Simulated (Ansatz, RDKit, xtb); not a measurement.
**Isomers of C4H4FNO, a sample narrowed down, part 1 of 2**

A sample of isomers of C4H4FNO is drawn. Aim: find which of them has the lowest free energy at 298.15 K, then its properties. The sample is small against all isomers, and the most stable one of this formula need not be in it.

The funnel: GFN2-xTB relaxations, single points with a density functional, relaxations at B3LYP-D3(BJ)/def2-SVP, harmonic vibrations (at GFN2-xTB), and a last energy at a higher level. All values are calculated.

## 1. Drawing up candidates

Isomers were taken from a list of plausible structures; this is a sample, not all of them. That gives 14 candidates.

```csv
label,SMILES,spin
c058,Cc1nocc1F,singlet
c164,Cc1conc1F,singlet
c276,O=C1CC(F)=CN1,singlet
c308,Cc1cnc(F)o1,singlet
c428,Cc1ncc(F)o1,singlet
c477,N#CC1(F)COC1,singlet
c562,N=C(C=O)/C=C/F,singlet
c566,FCc1ccno1,singlet
c609,CO/C=C(\F)C#N,singlet
c716,NC(=O)C1=C(F)C1,singlet
c855,N#C[C@@H]1C[C@@H](F)O1,singlet
c894,N#C[C@]1(CF)CO1,singlet
c913,CO/C(C#N)=C/F,singlet
c931,N#CCO/C=C\F,singlet
```

Candidates are built by distance geometry, with a force field where one applies, in up to four conformers (letters a to d).

## 2. Search with GFN2-xTB

All 23 starts are relaxed the same way. One of them, c931a (taken from a list of plausible isomers, embedded by distance geometry and MMFF94), in full:

Contents of start.xyz:

```xyz
11
c931a
C     -2.109104    -3.473011    -0.195585
C     -1.263384    -2.373785    -0.638389
C      0.723435    -1.222084     0.017592
C      0.760194    -0.352429    -0.929375
F     -0.173055    -0.324420    -1.932353
N     -2.815869    -4.385744     0.132225
O     -0.127046    -2.242363     0.315147
H     -1.834240    -1.478247    -0.689066
H     -0.873180    -2.623884    -1.615940
H      1.516417    -1.269915     0.806833
H      1.517284     0.394277    -1.130327
```

The run is started by

```bash
$ xtb start.xyz --gfn 2 --opt
```

The program printed (excerpt; [...] marks lines left out):

```text
* xtb version 6.7.1
[...]
          :  # basis functions                  32          :
[...]
          :  # electrons                        38          :
[...]
          :  Hamiltonian                  GFN2-xTB          :
[...]
          :  net charge                          0          :
          :  unpaired electrons                  0          :
[...]
   *** convergence criteria satisfied after 11 iterations ***
[...]
   *** GEOMETRY OPTIMIZATION CONVERGED AFTER 9 ITERATIONS ***
[...]
   *** convergence criteria satisfied after 3 iterations ***
[...]
         ::                     SUMMARY                     ::
         :::::::::::::::::::::::::::::::::::::::::::::::::::::
         :: total energy             -22.236866627703 Eh    ::
         :: gradient norm              0.000385810338 Eh/a0 ::
         :: HOMO-LUMO gap              4.721405113721 eV    ::
         ::.................................................::
         :: SCC energy               -22.510745074842 Eh    ::
         :: -> isotropic ES            0.029576306764 Eh    ::
         :: -> anisotropic ES          0.003392843321 Eh    ::
         :: -> anisotropic XC          0.014368416806 Eh    ::
         :: -> dispersion             -0.005993439394 Eh    ::
         :: repulsion energy           0.273878447139 Eh    ::
         :: add. restraining           0.000000000000 Eh    ::
         :: total charge              -0.000000000000 e     ::
         :::::::::::::::::::::::::::::::::::::::::::::::::::::
[...]
        19        2.0000           -0.4105129             -11.1706 (HOMO)
        20                         -0.2370044              -6.4492 (LUMO)
[...]
     #   Z          covCN         q      C6AA      α(0)
     1   6 C        1.892     0.117    28.223     8.580
     2   6 C        3.699     0.087    19.289     6.281
     3   6 C        2.785     0.080    26.208     8.386
     4   6 C        2.690     0.072    26.369     8.404
     5   9 F        0.785    -0.228    11.528     4.011
     6   7 N        0.911    -0.191    25.137     7.251
     7   8 O        1.705    -0.235    17.888     5.710
     8   1 H        0.923     0.081     1.971     2.195
     9   1 H        0.923     0.081     1.973     2.196
    10   1 H        0.926     0.076     2.023     2.224
    11   1 H        0.926     0.060     2.200     2.320
[...]
     #   Z sym  total        # sym  WBO       # sym  WBO       # sym  WBO
 ---------------------------------------------------------------------------
     1   6 C    3.948 --     6 N    2.880     2 C    1.032
     2   6 C    3.948 --     1 C    1.032     7 O    0.958     8 H    0.938
                             9 H    0.938
     3   6 C    3.941 --     4 C    1.794     7 O    1.093    10 H    0.950
     4   6 C    3.863 --     3 C    1.794    11 H    0.961     5 F    0.954
                             7 O    0.135
     5   9 F    1.076 --     4 C    0.954
     6   7 N    3.019 --     1 C    2.880
     7   8 O    2.263 --     3 C    1.093     2 C    0.958     4 C    0.135
     8   1 H    0.993 --     2 C    0.938
     9   1 H    0.993 --     2 C    0.938
    10   1 H    0.994 --     3 C    0.950
    11   1 H    0.996 --     4 C    0.961
[...]
molecular dipole:
                 x           y           z       tot (Debye)
 q only:        0.623       0.501       0.038
   full:        0.968       0.968      -0.164       3.505
molecular quadrupole (traceless):
[...]
          | TOTAL ENERGY              -22.236866627703 Eh   |
          | GRADIENT NORM               0.000385810338 Eh/α |
          | HOMO-LUMO GAP               4.721405113721 eV   |
           -------------------------------------------------
[...]
```

Run time: 0.13 s. Hardware: 2 threads of Intel Xeon at 2.70GHz, shared host.

## 3. The minima found

23 of the 23 relaxations converged; 2 ended on a minimum already found. 21 distinct structures remain:

```csv
label,start,SMILES after,spin,energy (kcal/mol)
c308a,drawn,Cc1cnc(F)o1,singlet,0.0
c428a,drawn,Cc1ncc(F)o1,singlet,1.7
c276a,drawn,O=C1CC(F)=CN1,singlet,4.0
c164a,drawn,Cc1conc1F,singlet,29.3
c058a,drawn,Cc1nocc1F,singlet,30.9
c566a,drawn,FCc1ccno1,singlet,33.9
c855a,drawn,N#C[C@@H]1C[C@@H](F)O1,singlet,44.3
c894b,drawn,N#C[C@]1(CF)CO1,singlet,51.4
c609a,drawn,CO/C=C(\F)C#N,singlet,51.6
c477a,drawn,N#CC1(F)COC1,singlet,52.4
c913b,drawn,CO/C(C#N)=C/F,singlet,53.1
c894c,drawn,N#C[C@]1(CF)CO1,singlet,53.2
c609b,drawn,CO/C=C(\F)C#N,singlet,53.3
c913a,drawn,CO/C(C#N)=C/F,singlet,53.4
c931a,drawn,N#CCO/C=C\F,singlet,56.3
c562b,drawn,N=C(C=O)/C=C/F,singlet,58.4
c562a,drawn,N=C(C=O)/C=C/F,singlet,59.2
c562c,drawn,N=C(C=O)/C=C/F,singlet,59.4
c931b,drawn,N#CCO/C=C\F,singlet,59.8
c562d,drawn,N=C(C=O)/C=C/F,singlet,63.6
c716a,drawn,NC(=O)C1=C(F)C1,singlet,64.0
```

## 4. Screening with a density functional

A choice of the minima (the low ones first, few conformers of a pattern, up to a cap) and the lowest that fell apart get a single point at r2SCAN-D4/def2-SVP on the tight-binding geometry, and one at HF/STO-3G for comparison. The lowest singlets are also tried as triplets at the same geometry (label ending in t). The first, c308a:

Contents of input.yaml:

```yaml
basis:
  gaussian: {orbitals: def2-SVP}
crystal:
  periodic: [false, false, false]
  atoms:
    - symbol: C
      position_ang: [-1.096406, 0.435746, -0.263066]
    - symbol: C
      position_ang: [-0.763160, -0.723069, 0.597451]
    - symbol: C
      position_ang: [0.401460, -1.334607, 0.935714]
    - symbol: C
      position_ang: [-1.138160, -2.353835, 1.908034]
    - symbol: F
      position_ang: [-1.875399, -3.167112, 2.625359]
    - symbol: N
      position_ang: [0.136040, -2.383600, 1.782751]
    - symbol: O
      position_ang: [-1.772297, -1.394438, 1.235045]
    - symbol: H
      position_ang: [-1.770350, 0.131716, -1.062271]
    - symbol: H
      position_ang: [-0.185512, 0.838718, -0.693930]
    - symbol: H
      position_ang: [-1.593323, 1.209623, 0.320186]
    - symbol: H
      position_ang: [1.404968, -1.109904, 0.644039]
hamiltonian: {xc: r2scan, dispersion: d4}
scf: {lower_state_search: off}
```

The run is started by

```bash
$ ansatz run input.yaml --threads 2 --pin off --max-ram 4350MiB --events-out events.jsonl --progress --plain --runs-dir runs
```

The program printed (excerpt; [...] marks lines left out):

```text
Warning: RAYON_NUM_THREADS=2 ignored (pool sized by the plan → 2); use --threads N
Functional definition: r2SCAN
  name "r2SCAN"
[...]
1327 factors; their error is unknown
[...]
mean field -10453.10670651 eV, -384.1445860939 hartree, gradient 5.9e-6 eV, S^2 0.000000; 0 other end points of the search recorded, 0 dependent functions left out
reference -10453.10671430 eV, -384.1445863804 hartree; 26, 26 occupied and 92, 92 virtual orbitals, 1327 factors
Total energy: -10453.16750446 eV, -384.1468203776 hartree
Checks for a lower state left out: stability, starts, cluster_reference, orbital_swaps, neighbouring_geometries, increment
```

It took 2.4 s on 2 threads of Intel Xeon at 2.70GHz, shared host.

Relative energies in kcal/mol, each column from its lowest structure that stays in one piece:

```csv
label,SMILES,spin,GFN2-xTB,HF/STO-3G,r2SCAN-D4/def2-SVP
c276a,O=C1CC(F)=CN1,singlet,4.0,18.9,0.0
c308a,Cc1cnc(F)o1,singlet,0.0,0.0,3.1
c428a,Cc1ncc(F)o1,singlet,1.7,0.5,5.9
c164a,Cc1conc1F,singlet,29.3,17.3,31.6
c276at,O=C1CC(F)=CN1,triplet,–,–,79.2
c308at,Cc1cnc(F)o1,triplet,–,–,98.7
c428at,Cc1ncc(F)o1,triplet,–,–,102.5
```

## 5. Third filter: density-functional geometries

3 candidates are relaxed at B3LYP-D3(BJ)/def2-SVP (chosen among the lowest in one piece). The first, c276a:

Contents of input.yaml:

```yaml
crystal:
  periodic: [false, false, false]
  atoms:
    - {symbol: C, position_ang: [-1.185106, -0.973899, -0.392872]}
    - {symbol: C, position_ang: [0.206911, -0.703800, 0.168275]}
    - {symbol: C, position_ang: [-0.037877, -0.757180, 1.638336]}
    - {symbol: C, position_ang: [-1.320114, -1.011127, 1.896755]}
    - {symbol: F, position_ang: [0.940808, -0.567733, 2.531787]}
    - {symbol: "N", position_ang: [-2.003920, -1.141933, 0.690337]}
    - {symbol: O, position_ang: [-1.529075, -1.034686, -1.545255]}
    - {symbol: H, position_ang: [0.913910, -1.461226, -0.174650]}
    - {symbol: H, position_ang: [0.578616, 0.265161, -0.169208]}
    - {symbol: H, position_ang: [-1.826627, -1.115109, 2.835974]}
    - {symbol: H, position_ang: [-2.990299, -1.330310, 0.616305]}
basis:
  gaussian:
    orbitals: def2-SVP
hamiltonian:
  xc: {name: B3LYP}
  dispersion: d3bj
scf:
  lower_state_search: off
relax:
  f_tol: 0.006
```

The run is started by

```bash
$ ansatz run input.yaml --threads 2 --pin off --max-ram 4350MiB --events-out events.jsonl --progress --plain --runs-dir runs
```

The program printed (excerpt; [...] marks lines left out):

```text
Warning: RAYON_NUM_THREADS=2 ignored (pool sized by the plan → 2); use --threads N
[...]
Functional definition: B3LYP
  name "B3LYP"
[...]
1329 factors; integrals over basis functions are off by at most 3.2e-4 eV
[...]
mean field -10458.58601173 eV, -384.3459468468 hartree, gradient 7.0e-6 eV, S^2 0.000000; 0 other end points of the search recorded, 0 dependent functions left out
[...]
reference -10458.58621901 eV, -384.3459544643 hartree; 26, 26 occupied and 92, 92 virtual orbitals, 1329 factors
relax step   1: F+E_penalty+E_count = -10459.01317378 eV  Δ(F+E_penalty+E_count) = +0.000e0 eV  max|allowed force component| = 7.419e-1 eV/Å  Δτ_max = 0.0000 Å  (16 SCF iters, accepted)
[...]
relax step   5: F+E_penalty+E_count = -10459.05091058 eV  Δ(F+E_penalty+E_count) = -2.502e-5 eV  max|allowed force component| = 1.714e-2 eV/Å  Δτ_max = 0.0017 Å  (15 SCF iters, accepted)
[...]
Atom 2 at    -0.027889    -0.755779     1.649250 Å, force    -0.000517     0.000197     0.000367 eV/Å
Atom 3 at    -1.317697    -1.010215     1.909765 Å, force    -0.000377    -0.000085    -0.002061 eV/Å
Atom 4 at     0.942210    -0.569169     2.543450 Å, force     0.001354     0.000126     0.001480 eV/Å
Atom 5 at    -2.018181    -1.143260     0.690215 Å, force     0.001117     0.001017    -0.000089 eV/Å
Atom 6 at    -1.521359    -1.034064    -1.567559 Å, force    -0.003618    -0.001912    -0.005032 eV/Å
Atom 7 at     0.920418    -1.467826    -0.186639 Å, force     0.001179    -0.000110    -0.000255 eV/Å
Atom 8 at     0.579741     0.274841    -0.180223 Å, force    -0.000116     0.000775    -0.000194 eV/Å
Atom 9 at    -1.820398    -1.113043     2.868584 Å, force     0.000036    -0.000027     0.001003 eV/Å
Atom 10 at    -3.008402    -1.334432     0.601408 Å, force    -0.000634    -0.001107    -0.000659 eV/Å
Dipole moment:    -0.169882    -0.035187     0.469804 e Å
Checks for a lower state left out: stability, starts, cluster_reference, orbital_swaps, neighbouring_geometries, increment
```

It took 21 s on 2 threads of Intel Xeon at 2.70GHz, shared host.

Energy change by step (eV): 0.0000, -0.0333, -0.0376, -0.0377, -0.0377, -0.0377.

After the run. Bond lengths: C1–C2 1.544 Å, C2–C3 1.496 Å, C3–C4 1.340 Å, C3–F5 1.332 Å, C1–N6 1.382 Å, C4–N6 1.413 Å, C1–O7 1.209 Å, C2–H8 1.103 Å, C2–H9 1.103 Å, C4–H10 1.087 Å, N6–H11 1.012 Å. Some angles: C1–C2–C3 102.6°, C2–C1–N6 105.5°, C2–C1–O7 128.0°, N6–C1–O7 126.5°, C2–C3–C4 110.7°, C2–C3–F5 122.7°, C4–C3–F5 126.6°, C3–C4–N6 109.1°, C1–N6–C4 112.2°, C1–C2–H8 109.8°.

(Continued in part 2 of 2.)
